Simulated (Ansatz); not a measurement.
**FGaHO radical (SMILES [OH][Ga][F]): one structure at several levels**

A test off equilibrium: a structure displaced at random from a GFN2-xTB minimum is computed at several levels, and each is set against CCSD(T).

The runs use Ansatz 0.2.0, Gaussian basis; single points in def2-TZVPP.

Correlated methods freeze the cores. Filled d shells of the heavier atoms are correlated. Orbitals are unrestricted.

**1. The starting structure**

SMILES `[OH][Ga][F]`, 4 atoms, charge 0, spin multiplicity 2.

Atoms are counted from 1 here; the program's logs count them from 0.

Bond lengths: O1–Ga2 1.843 Å, O1–H4 1.030 Å, Ga2–F3 1.642 Å. Angles: Ga2–O1–H4 129.8°, O1–Ga2–F3 126.9°.

As a file:

```
O    -0.9532    0.2091   -0.4762
Ga    0.7297    0.0848    0.2646
F     1.4559   -1.2696    0.8430
H    -1.3830    0.9785   -1.0099
```

**2. CCSD(T)/def2-TZVPP**

The input, run/in.yaml:

```yaml
crystal:
  periodic: [false, false, false]
  atoms:
    - {symbol: O, position_ang: [-0.953200, 0.209100, -0.476200]}
    - {symbol: Ga, position_ang: [0.729700, 0.084800, 0.264600]}
    - {symbol: F, position_ang: [1.455900, -1.269600, 0.843000]}
    - {symbol: H, position_ang: [-1.383000, 0.978500, -1.009900]}
basis:
  gaussian: {orbitals: def2-TZVPP}
magnetization: {spin_polarized: true, initial_magnetization: 1}
correlation: {method: ccsd_t}
scf: {omitted_lower_state_checks: [cluster_reference]}
output: {forces: true}
```

Started as:

```sh
> ansatz run in.yaml --threads 8 --pin off --events-out ev --progress --plain --max-ram 10444MiB
```

**3. PBE0-D4/def2-TZVPP**

Changes to run/in.yaml since step 2:

```diff
@@ -10,4 +10,3 @@
 magnetization: {spin_polarized: true, initial_magnetization: 1}
-correlation: {method: ccsd_t}
-scf: {omitted_lower_state_checks: [cluster_reference]}
-output: {forces: true}
+hamiltonian: {xc: pbe0, dispersion: d4}
+output: {forces: true, orbitals: {seedname: orbitals}}
```

**4. wB97M-V/def2-TZVPP**

Changes to run/in.yaml since step 3:

```diff
@@ -10,3 +10,3 @@
 magnetization: {spin_polarized: true, initial_magnetization: 1}
-hamiltonian: {xc: pbe0, dispersion: d4}
-output: {forces: true, orbitals: {seedname: orbitals}}
+hamiltonian: {xc: {name: wB97M-V}}
+output: {forces: true}
```

**5. r2SCAN-D4/def2-TZVPP**

Changes to run/in.yaml since step 4:

```diff
@@ -10,3 +10,3 @@
 magnetization: {spin_polarized: true, initial_magnetization: 1}
-hamiltonian: {xc: {name: wB97M-V}}
+hamiltonian: {xc: r2scan, dispersion: d4}
 output: {forces: true}
```

**6. PBE-D4/def2-TZVPP**

Changes to run/in.yaml since step 5:

```diff
@@ -10,3 +10,3 @@
 magnetization: {spin_polarized: true, initial_magnetization: 1}
-hamiltonian: {xc: r2scan, dispersion: d4}
+hamiltonian: {xc: pbe, dispersion: d4}
 output: {forces: true}
```

**7. wB97X-V/def2-TZVPP**

Changes to run/in.yaml since step 6:

```diff
@@ -10,3 +10,3 @@
 magnetization: {spin_polarized: true, initial_magnetization: 1}
-hamiltonian: {xc: pbe, dispersion: d4}
+hamiltonian: {xc: {name: wB97X-V}}
 output: {forces: true}
```

**8. BHLYP-D4/def2-TZVPP**

Changes to run/in.yaml since step 7:

```diff
@@ -10,3 +10,3 @@
 magnetization: {spin_polarized: true, initial_magnetization: 1}
-hamiltonian: {xc: {name: wB97X-V}}
+hamiltonian: {xc: {name: BHLYP}, dispersion: d4}
 output: {forces: true}
```

(Steps that only read results are left out.)

**Question.** What will these runs give? Wanted: energy less free atoms, CCSD(T)/def2-TZVPP; RMS force component; RMS force error; HOMO and LUMO, PBE0-D4; T1 diagnostic.

As calculated:

| quantity | value |
| --- | --- |
| energy less free atoms, CCSD(T)/def2-TZVPP | -1170.8 kJ/mol |
| RMS force component | 2.116 to 2.224 eV/Å over the methods |
| RMS force error | PBE0-D4 0.069, wB97M-V 0.077, r2SCAN-D4 0.059, PBE-D4 0.309, wB97X-V 0.065, BHLYP-D4 0.233 eV/Å |
| HOMO and LUMO, PBE0-D4 | -6.42 and -3.15 eV |
| T1 diagnostic | 0.018 |

Against CCSD(T) the functionals' energies less atoms differ by -66.4 to +69.0 kJ/mol, PBE-D4 by -66.4 kJ/mol. A larger basis would deepen the CCSD(T) value, while the functionals are nearly converged already, so the order here is not reliable. On forces the order runs from r2SCAN-D4 to PBE-D4. Frozen-core CCSD(T) forces in triple zeta carry basis errors of their own, and this is one geometry, so small gaps rank nothing.
